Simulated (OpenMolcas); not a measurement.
# Fe⁴⁺: CASSCF and CASPT2 terms and fine-structure levels

Which level of Fe⁴⁺ lies lowest, and where do the others fall? The reference wave functions come first, then spin-orbit coupling, then second-order correlation under several settings.

Method: state-averaged CASSCF and CASPT2, spin-orbit coupling by RASSI with atomic mean-field integrals. Code: OpenMolcas 26.06.

## (1) Starting point

* Species: Fe⁴⁺ (iron, Z = 26, 22 electrons)
* Basis: ANO-R1 [5s4p2d1f], 34 functions
* Scalar Hamiltonian: X2C, finite nucleus
* Inactive shells: 1s 2s 2p 3s 3p
* Active space: 4 electrons in 5 orbitals (3d)
* Some configurations of this space: 3d4
* Orbitals: optimised for the highest spin of each parity, averaged over all roots

The outer shells:

3d4
```
3d [↑ ][↑ ][↑ ][↑ ][  ]
```

Each step is its own input file, run in one work folder so that later steps find the files of earlier ones. Labels, J, g values, rates, χT and fits are worked out afterwards by a script from the matrices that RASSI stores.

## (2) GATEWAY and SEWARD: basis and integrals

The input, a.inp:

```
&GATEWAY
Coord
1

Fe 0.0 0.0 0.0
Basis=ANO-R1
Group=XYZ
NoMove
AngMom=0.0 0.0 0.0
AMFI
&SEWARD
```

Launch:

```
> OMP_NUM_THREADS=1 MOLCAS_MEM=2252 MOLCAS_PROJECT=a pymolcas a.inp > a.log
```

## (3) Reference wave functions, quintets of even parity, 5 roots

The input, a.inp:

```
&RASSCF
FileOrb=start.orb
Symmetry=1
Spin=5
nActEl=4 0 0
Inactive=3 6
Ras2=5 0
CIRoot=5 5 1
SDav=5
CIMx=300
Iter=120 100
PrWF=0.3
OrbListing=Nothing
MaxOrb=0
Atom
>>> COPY $Project.JobIph JOB001
```

start.orb holds the contracted functions of the basis, ordered by shell, or the orbitals of the step before.

## (4) Reference wave functions, triplets of even parity, 45 roots

The input, a.inp:

```
&RASSCF
FileOrb=start.orb
Symmetry=1
Spin=3
nActEl=4 0 0
Inactive=3 6
Ras2=5 0
CIRoot=45 45 1
SDav=45
CIMx=300
Iter=120 100
PrWF=0.3
OrbListing=Nothing
MaxOrb=0
Atom
CIOnly
>>> COPY $Project.JobIph JOB002
```

## (5) Reference wave functions, singlets of even parity, 50 roots

The input, a.inp:

```
&RASSCF
FileOrb=start.orb
Symmetry=1
Spin=1
nActEl=4 0 0
Inactive=3 6
Ras2=5 0
CIRoot=50 50 1
SDav=50
CIMx=300
Iter=120 100
PrWF=0.3
OrbListing=Nothing
MaxOrb=0
Atom
CIOnly
>>> COPY $Project.JobIph JOB003
```

## (6) RASSI: spin-orbit coupling between the states

The input, a.inp:

```
&RASSI
NrOfJobIphs=3 5 35 23
1 2 3 4 5
1 2 3 4 5 6 7 8 9 10 11 12 13 14 15 16 17 18 19 20 21 22 23 24 25 26 27
28 29 30 31 32 33 34 35
1 2 3 4 5 6 7 8 9 10 11 12 13 14 15 16 17 18 19 20 21 22 23
IphNames
JOB001
JOB002
JOB003
EJob
SpinOrbit
DIPRint=1.0
SOCoupling=1000.0
Subsets=2
MEES
Property=10
'ANGMOM' 1 'ANGMOM' 2 'ANGMOM' 3 'MLTPL  1' 1 'MLTPL  1' 2 'MLTPL  1' 3
'AMFI' 1 'AMFI' 2 'AMFI' 3 'MLTPL  2' 6
SOProperty=3
'ANGMOM' 1 'ANGMOM' 2 'ANGMOM' 3
```

## (7) CASPT2: IPEA 0.15 (closed shells correlated: 2s 2p 3s 3p)

The input, a.inp:

```
>>> COPY JOB001 $Project.JobIph
&CASPT2
Multistate=5 1 2 3 4 5
NoMult
Frozen=1 0
IPEA=0.15
MaxIter=60
WThr=0.0 0.3 0.05
PrWF=0.5
NoMix
>>> COPY JOB002 $Project.JobIph
&CASPT2
Multistate=35 1 2 3 4 5 6 7 8 9 10 11 12 13 14 15 16 17 18 19 20 21 22
23 24 25 26 27 28 29 30 31 32 33 34 35
NoMult
Frozen=1 0
IPEA=0.15
MaxIter=60
WThr=0.0 0.3 0.05
PrWF=0.5
NoMix
>>> COPY JOB003 $Project.JobIph
&CASPT2
Multistate=23 1 2 3 4 5 6 7 8 9 10 11 12 13 14 15 16 17 18 19 20 21 22
23
NoMult
Frozen=1 0
IPEA=0.15
MaxIter=60
WThr=0.0 0.3 0.05
PrWF=0.5
NoMix
```

## (8) CASPT2: IPEA 0.15, imaginary shift 0.2 (closed shells correlated: none)

Changes to a.inp since step 7:

```diff
@@ -3,5 +3,5 @@
 Multistate=5 1 2 3 4 5
-NoMult
-Frozen=1 0
+Frozen=3 6
 IPEA=0.15
+Imaginary=0.2
 MaxIter=60
@@ -14,5 +14,5 @@
 23 24 25 26 27 28 29 30 31 32 33 34 35
-NoMult
-Frozen=1 0
+Frozen=3 6
 IPEA=0.15
+Imaginary=0.2
 MaxIter=60
@@ -25,5 +25,5 @@
 23
-NoMult
-Frozen=1 0
+Frozen=3 6
 IPEA=0.15
+Imaginary=0.2
 MaxIter=60
```

## (9) CASPT2: IPEA 0.35, sigma2 regulariser 0.15 (closed shells correlated: 3s 3p)

Changes to a.inp since step 8:

```diff
@@ -3,5 +3,6 @@
 Multistate=5 1 2 3 4 5
-Frozen=3 6
-IPEA=0.15
-Imaginary=0.2
+NoMult
+Frozen=2 3
+IPEA=0.35
+Sig2=0.15
 MaxIter=60
@@ -14,5 +15,6 @@
 23 24 25 26 27 28 29 30 31 32 33 34 35
-Frozen=3 6
-IPEA=0.15
-Imaginary=0.2
+NoMult
+Frozen=2 3
+IPEA=0.35
+Sig2=0.15
 MaxIter=60
@@ -25,5 +27,6 @@
 23
-Frozen=3 6
-IPEA=0.15
-Imaginary=0.2
+NoMult
+Frozen=2 3
+IPEA=0.35
+Sig2=0.15
 MaxIter=60
```

(Steps that only read results are left out.)

Q: Predict the outcome of this session. Wanted: lowest level; first excited level; lowest level of another term; spin-orbit lowering of the lowest level; strongest of the lines computed, by gA.

The runs gave:

| quantity | value |
| --- | --- |
| method | SS-CASPT2, IPEA 0.15 (closed shells correlated: 2s 2p 3s 3p) |
| lowest level | 3d4 5D0, 100 % of that term |
| ground level listed by NIST | 5D0 |
| first excited level | 3d4 5D1 at 0.0188 eV |
| lowest level of another term | 3d4 3P0 at 3.131 eV |
| spin-orbit lowering of the lowest level | 0.1100 eV |
| strongest of the lines computed, by gA (one parity, so forbidden lines), at CASSCF energies | 3d4 3F4 → 3d4 5D4, 330.3 nm, A = 1.07e+00 s⁻¹ |

What each method costs and misses:

```
                                                  method  time of its own steps  time with the reference  mean absolute difference from the measured levels (cm-1)
                                               A. CASSCF                   12 s                     12 s                                                      3200
                   B. SS-CASPT2, IPEA 0.15, +2s 2p 3s 3p                  3.9 s                     15 s                                                      1500
     C. SS-CASPT2, IPEA 0.15, imaginary shift 0.2, +none                  2.9 s                     15 s                                                      2700
D. SS-CASPT2, IPEA 0.35, sigma2 regulariser 0.15, +3s 3p                  3.3 s                     15 s                                                      1700
```

Times are of one thread on a shared host.

In words: The multiplet 5D is regular; its intervals divided by the larger J differ by 13 % of their mean, where Landé's rule for pure LS coupling makes them equal. Second-order correlation (method B) scales the levels of the lowest configuration above 5000 cm⁻¹ by 0.87 to 1.00. Method B lies closest to the measured levels (1500 cm⁻¹ on average) and A farthest (3200). Only the configurations of the active space and the roots asked for are present. The triplets, singlets rest on orbitals optimised for another spin in at least one step, which raises them against the optimised states. Not all states of the active space went into the spin-orbit step. CASPT2 does not keep the components of a term degenerate, and the means are used. The basis is small and contracted for the neutral atom, so it is rough for this charge. Levels of other configurations are missing from the list.
